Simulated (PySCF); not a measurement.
**TmN₂: structure of the sextet**

Where does sextet TmN₂ go from a bent start, is the end point a minimum, and what are its modes, charges and moments?

Computed with PySCF 2.14.0. Level: B3LYP, basis Tm def2-SVP with ECP28, N def2-SVP, scalar-relativistic core potentials, no spin–orbit coupling, density fitting.

## (1) The system as given

3 atoms, charge 0, spin multiplicity 6.

Bond lengths: Tm1–N2 1.910 Å, Tm1–N3 1.910 Å. Angles: N2–Tm1–N3 110.0°.

Coordinates in bohr (charge 0 multiplicity 6):
```
Tm    0.0000    0.0000    0.0000
N     2.9567    0.0000    2.0702
N    -2.9567    0.0000    2.0702
```

## (2) Finding the electronic state

The steps below are one call of a driver around PySCF. For each, scf.py gives the equivalent set-up of the SCF; relaxations use the driver's own optimiser. After this first run the driver tries any further starts and a stability analysis.

Contents of scf.py:

```python
from pyscf import gto, scf, dft
mol = gto.M(atom='''
Tm     0.000000     0.000000     0.000000
N      1.564600     0.000000     1.095500
N     -1.564600     0.000000     1.095500''',
    basis={'Tm': 'def2-SVP', 'N': 'def2-SVP'},
    ecp={'Tm': 'def2-SVP'},
    charge=0, spin=5)
mf = dft.UKS(mol, xc='B3LYP')
mf.grids.atom_grid = (50, 194)
aux = {'Tm': 'def2-universal-JKFIT', 'N': 'def2-universal-JKFIT'}
mf = mf.density_fit(auxbasis=aux)
mf.conv_tol = 1e-08
mf.diis_space = 10
mf.max_cycle = 60
mf.init_guess = 'minao'
mf.verbose = 4
mf.kernel()
```

Started as:

```sh
$ OMP_NUM_THREADS=4 python axn.py task.json out
```

After this run come: Relaxing the sextet from the bent start; Is it a minimum? Harmonic modes.

What does the calculation give? Wanted: minimum; geometry; wavenumbers; dipole moment; highest occupied, lowest empty level; polar-tensor charge of Tm1; zero-point energy; ⟨S²⟩.

As calculated:

| quantity | value |
| --- | --- |
| minimum | sextet, C2v |
| geometry | Tm–N 1.973 Å (×2); N–Tm–N 115.3° |
| wavenumbers (cm⁻¹) | 142, 285, 569 |
| dipole moment | 6.64 D |
| highest occupied, lowest empty level (either spin) | -5.15, -2.93 eV |
| polar-tensor charge of Tm1 | +0.46 e |
| zero-point energy | 6.0 kJ/mol |
| entropy at 298.15 K | 303.5 J/(mol K) |
| ⟨S²⟩ | 8.801 |

What this shows: The molecule stays C2v, as typed, and the end point is a minimum. In the infrared the band at 285 cm⁻¹ (stretch) leads. With 6.6 D the molecule is strongly polar. The first SCF alone would have been 60 kJ/mol too high. Only this shape and spin were tried, so other structures or states may lie lower. The SCF density has lower symmetry than the nuclear frame. One determinant may miss the lowest occupation of an open d or f shell. With an element this heavy the missing spin–orbit coupling can shift these numbers.
